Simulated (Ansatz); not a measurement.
**Cu: a slab and its surfaces, (100), 5 layers**

Aim: cut a slab of Cu (100), 5 layers from the relaxed bulk, relax it, and get surface energy and work function. The runs shown use PAW. Its runs: bulk cell relaxed (PAW); bulk in the slab's orientation (PAW); the reference run (PAW); atoms relaxed (PAW); field of 0.2 V/Å along the normal (PAW); core holes in 2p of Cu (PAW); Zn in place of Cu in the outer layer (PAW); Zn in place of Cu in the middle layer (PAW).

Method: DFT, PBE, PAW with Ansatz's default frozen-core files, scalar-relativistic, in Ansatz 0.2.0.

1 further run of the same task is left out (it didn't finish).

### Step 1. Starting point

Symmetry: Fm-3m, No. 225, cubic system. Conventional cell: a = 3.629 Å, b = 3.629 Å, c = 3.629 Å, α = 90.00°, β = 90.00°, γ = 90.00°. Cu (site symmetry m-3m) is surrounded by 12 Cu at 2.57 Å.

Structure file:

```cif
data_structure
_symmetry_space_group_name_H-M 'Fm-3m'
_symmetry_Int_Tables_number 225
_cell_length_a 3.6292
_cell_length_b 3.6292
_cell_length_c 3.6292
_cell_angle_alpha 90.000
_cell_angle_beta 90.000
_cell_angle_gamma 90.000
_cell_volume 47.80
loop_
_atom_site_label
_atom_site_type_symbol
_atom_site_symmetry_multiplicity
_atom_site_Wyckoff_symbol
_atom_site_fract_x
_atom_site_fract_y
_atom_site_fract_z
_atom_site_occupancy
Cu1 Cu 4 a 0.00000 0.00000 0.00000 1
```

The file gives the conventional cell by its symmetry; the runs use the cell typed in the input.

### Step 2. Bulk cell relaxed, PAW

Input file input.yaml:

```yaml
crystal:
  lattice:
    - [0.0, 1.8145933008, 1.8145933008]
    - [1.8145933008, 0.0, 1.8145933008]
    - [1.8145933008, 1.8145933008, 0.0]
  atoms:
    - { symbol: Cu, position: [0.0, 0.0, 0.0] }
kpoints:
  mp_grid: { grid: [20, 20, 20] }
scf:
  occupations: { method: fermi_dirac, width: 0.1 }
hamiltonian:
  xc: pbe
  pseudopotentials: { kind: paw }
output:
  forces: true
  stress: true
  write_density: true
  write_potential: true
  elf: true
  volumetric_format: npy
relax:
  f_tol: 0.005
  max_steps: 40
  cell: {}
```

Command:

```
$ ansatz run input.yaml --threads 2 --pin off --max-ram 5120MiB --backend cpu --events-out ev --progress --plain --runs-dir out
```

The runs that follow: Bulk in the slab's orientation, PAW; Slab as cut, PAW; Atoms relaxed, PAW; Field of 0.2 V/Å along the normal, PAW; Core holes in 2p of Cu, PAW; Zn in place of Cu in the outer layer, PAW; Zn in place of Cu in the middle layer, PAW.

Before running it: what results should come out? Wanted: surface energy; work function; outer layer spacing; surface core-level shift by Z+1; core-level shifts among the layers.

The runs gave:

| quantity | value |
| --- | --- |
| surface energy (PAW, relaxed) | 1.48 J/m² |
| work function (PAW, relaxed) | 4.47 eV |
| outer layer spacing (PAW) | 1.81 → 1.75 Å |
| surface core-level shift by Z+1 (PAW) | -0.18 eV |
| core-level shifts among the layers (PAW holes) | Cu1 +0.00, Cu2 +0.21, Cu3 +0.21 eV |

By PAW the surface costs 1.50 J/m² as cut and 1.48 J/m² relaxed. The outermost spacing changes by -3.4 % (PAW). The field of 0.2 V/Å along the normal induces a dipole of 0.074 e·Å per cell (PAW). Putting the next element in the outer rather than the middle layer costs -0.18 eV (PAW); in the Z+1 picture that is the binding energy at the surface less that inside. Thickness wasn't converged, and no reconstruction was sought.
